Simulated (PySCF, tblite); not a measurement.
# C₆H₇F₃Si: geometry, infrared bands and NMR shifts

Aim: predict the infrared bands and NMR shifts of C₆H₇F₃Si (`CC1=C[SiH2]C(C(F)(F)F)=C1`).

The runs use tblite 0.8.0 and PySCF 2.14.0, with density-fitted response routines of our own; the level of theory stands in each step. All values are computed, except where a source is named. Atoms count from 0, in the outputs and in this text.

**1. The molecule as given**

17 atoms, charge 0, multiplicity 1; geometry from: force field or distance geometry start.

Bonds of the start (Å): C0–C1 1.48, C1–C2 1.37, C2–Si3 1.87, Si3–C4 1.85, C4–C5 1.47, C5–F6 1.36, C5–F7 1.36, C5–F8 1.36, C4–C9 1.35, C9–C1 1.45, C0–H10 1.10, C0–H11 1.10, C0–H12 1.09, C2–H13 1.08, Si3–H14 1.47, Si3–H15 1.50, C9–H16 1.09.

**2. Optimising the geometry with GFN2-xTB**

The job: settings as JSON, then the geometry in Å.

```
{"job": {"kind": "relax", "xc": "GFN2-xTB", "basis": "xTB"}, "charge": 0, "multiplicity": 1}
C     -2.679700     0.278900    -0.129800
C     -1.268400    -0.103800     0.068300
C     -0.826300    -1.220100     0.718600
Si     1.043700    -1.302000     0.735200
C      1.054300     0.298400    -0.182900
C      2.355900     0.876700    -0.545500
F      2.234600     2.050900    -1.223900
F      3.097100     0.056000    -1.329500
F      3.121400     1.142000     0.552900
C     -0.198900     0.744300    -0.427300
H     -3.375900    -0.455300     0.305300
H     -2.898200     1.246500     0.341400
H     -2.920400     0.359200    -1.187300
H     -1.437000    -1.986100     1.166800
H      1.536700    -2.449000    -0.049700
H      1.566700    -1.193700     2.137100
H     -0.412600     1.669100    -0.959500
```

Started as:

```
> OMP_NUM_THREADS=1 python probes_run.py task.json out
```

The driver reads the jobs from task.json and runs them one after another.

**Question.** This job is followed by: GFN2-xTB harmonic vibrations, gas phase; GIAO PBE0/pcSseg-1 NMR shielding, non-relativistic, gas phase. What will the session give for the following? strongest single infrared mode (GFN2-xTB); zero-point energy (GFN2-xTB); ¹³C shifts against TMS (PBE0/pcSseg-1); ¹H shifts against TMS (PBE0/pcSseg-1, means over atoms taken as alike); ²⁹Si shifts against TMS (PBE0/pcSseg-1); ¹⁹F shifts against CFCl3 (PBE0/pcSseg-1, means over atoms taken as alike).

The runs gave:

| quantity | value |
| --- | --- |
| strongest single infrared mode (GFN2-xTB) | 2295 cm⁻¹, 273 km/mol |
| zero-point energy (GFN2-xTB) | 69.4 kcal/mol |
| ¹³C shifts against TMS (PBE0/pcSseg-1) | 166.2, 157.4, 141.7, 134.5, 131.7, 25.0 ppm |
| ¹H shifts against TMS (PBE0/pcSseg-1, means over atoms taken as alike) | 7.31, 6.06, 4.78, 2.28 ppm |
| ²⁹Si shifts against TMS (PBE0/pcSseg-1) | -42.2 ppm |
| ¹⁹F shifts against CFCl3 (PBE0/pcSseg-1, means over atoms taken as alike) | -74.3 ppm |

In words: Over 32 steps the energy fell by 0.180 eV; of the close pairs, Si3–C4 changed most, 1.845 to 1.896 Å. No mode is imaginary among the 45: a minimum at this level. Unscaled tight-binding wavenumbers are off by several per cent, some by more. Its intensities can rank the bands wrongly. At PBE0/pcSseg-1: Shielding is most anisotropic at C1 (span 237 ppm, paramagnetic term -242 ppm).
